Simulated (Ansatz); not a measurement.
# CH6BFGeS: a ladder of functionals and wavefunction methods

The task here is to estimate one member of a computed series from the others.

Method: functionals in def2-TZVPP, the program's frozen cores in correlated methods; program: Ansatz 0.2.0, Gaussian basis.

Levels to be run: PBE-D4, r2SCAN-D4, PBE0-D4, B3LYP-D4, ωB97X-V, ωB97M-V, B2PLYP; CCSD(T)/def2-TZVPP; MP2/def2-QZVPP; extrapolation to the limit.

## The geometry

The geometry comes from an earlier relaxation with PBE0-D4 in a triple-zeta def2 set; it is a stationary point, not always the lowest conformer.

SMILES `BC[S][GeH2][F]`, 11 atoms, charge 0, spin multiplicity 1.

Atoms are counted from 1 here; the program's logs count them from 0.

Bond lengths: B1–C2 1.553 Å, B1–H6 1.194 Å, B1–H7 1.197 Å, C2–S3 1.819 Å, C2–H8 1.100 Å, C2–H9 1.096 Å, S3–Ge4 2.189 Å, Ge4–F5 1.747 Å, Ge4–H10 1.536 Å, Ge4–H11 1.532 Å. Angles: C2–B1–H6 122.6°, C2–B1–H7 117.6°, H6–B1–H7 119.8°, B1–C2–S3 114.4°, B1–C2–H8 105.8°, B1–C2–H9 109.8°, S3–C2–H8 110.0°, S3–C2–H9 111.1°, H8–C2–H9 105.3°, C2–S3–Ge4 99.7°, S3–Ge4–F5 108.4°, S3–Ge4–H10 111.9°, S3–Ge4–H11 109.8°, F5–Ge4–H10 103.8°, F5–Ge4–H11 107.1°, H10–Ge4–H11 115.3°.

The first run:

in.yaml

```yaml
crystal:
  periodic: [false, false, false]
  atoms:
    - {symbol: B, position_ang: [-0.701229, 1.747797, 1.422610]}
    - {symbol: C, position_ang: [-0.467802, 0.625071, 0.375508]}
    - {symbol: S, position_ang: [0.999034, -0.404064, 0.690234]}
    - {symbol: Ge, position_ang: [0.901869, -1.726813, -1.051332]}
    - {symbol: F, position_ang: [1.154863, -0.766887, -2.488561]}
    - {symbol: H, position_ang: [0.082320, 1.990793, 2.290829]}
    - {symbol: H, position_ang: [-1.700139, 2.399205, 1.323805]}
    - {symbol: H, position_ang: [-0.367145, 1.136175, -0.593314]}
    - {symbol: H, position_ang: [-1.370102, 0.008991, 0.284448]}
    - {symbol: H, position_ang: [-0.504045, -2.314819, -1.245353]}
    - {symbol: H, position_ang: [2.037676, -2.752446, -0.988173]}
basis:
  gaussian: {orbitals: def2-TZVPP}
hamiltonian: {xc: pbe, dispersion: d4}
output: {forces: true, orbitals: {seedname: orbitals}}
```

Started as:

```
> ansatz run in.yaml --threads 4 --pin off --events-out ev --progress --plain --max-ram 10444MiB
```

Among the steps run: PBE-D4 (GGA); r2SCAN-D4 (meta-GGA); PBE0-D4 (hybrid); B3LYP-D4 (hybrid); ωB97X-V (range-separated); ωB97M-V (range-separated); B2PLYP (double hybrid); CCSD(T) in def2-TZVPP; MP2 in def2-QZVPP.

One table of the session follows, with a row left open; its other results are not shown here.

It belongs to the step «Atomisation energies». 

```
            method  atomisation energy (kJ/mol)
            PBE-D4                       3730.4
         r2SCAN-D4                       3707.9
           PBE0-D4                       3681.5
          B3LYP-D4                       3674.7
           ωB97X-V                       3708.9
           ωB97M-V                       3691.9
            B2PLYP                       3640.5
     HF/def2-TZVPP                       2740.9
    MP2/def2-TZVPP                       3651.3
   CCSD/def2-TZVPP                       3547.9
CCSD(T)/def2-TZVPP                       3599.6
           MP2/CBS                       3736.0
       CCSD(T)/CBS                            ?
```

Estimate the missing values for CCSD(T)/CBS.

The run gave: atomisation energy (kJ/mol): 3684.3. In the column «atomisation energy (kJ/mol)» it lies between PBE0-D4 (3681.5) and ωB97M-V (3691.9).
